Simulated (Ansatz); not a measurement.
# Cs atom: energies up the ladder

Aim: energies up the ladder, for Cs atom, with the cost of each level. Spin multiplicity 2.

Computed with Ansatz 0.2.0 (the levels named in each step, unless a step's input says otherwise).

### 1 The system as given

As a file:

```xyz
1

Cs    0.0000    0.0000    0.0000
```

### 2 Single point, PBE0/def2-TZVPP

Contents of input.yaml:

```yaml
crystal:
  periodic: [false, false, false]
  atoms:
    - { symbol: Cs, position_ang: [0.0, 0.0, 0.0] }
magnetization:
  spin_polarized: true
  initial_magnetization: 1
basis:
  gaussian: { orbitals: def2-TZVPP }
hamiltonian:
  xc: pbe0
```

The run is started by

```
$ ansatz run input.yaml --threads 1 --pin off --max-ram 2560MiB --backend cpu --events-out ev --progress --plain --runs-dir out
```

Further steps of the session: Single point, PBE/def2-TZVPP; Single point, r2SCAN/def2-TZVPP; Single point, B3LYP/def2-TZVPP; Single point, wB97M-V/def2-TZVPP; Single point, B2PLYP/def2-TZVPP; Single point, LDA/def2-TZVPP; Single point, PBE0/def2-SVP; Single point, PBE/def2-SVP.

Before running it: what results should come out? Wanted: energy at PBE/def2-SVP.

As calculated:

```
              quantity        value
energy at PBE/def2-SVP  -548.232 eV
```

What this shows: These totals serve in differences with atoms or fragments at the same level; alone they don't rank the methods. Heavy atoms carry effective core potentials in def2 sets, and spin-orbit coupling is left out.
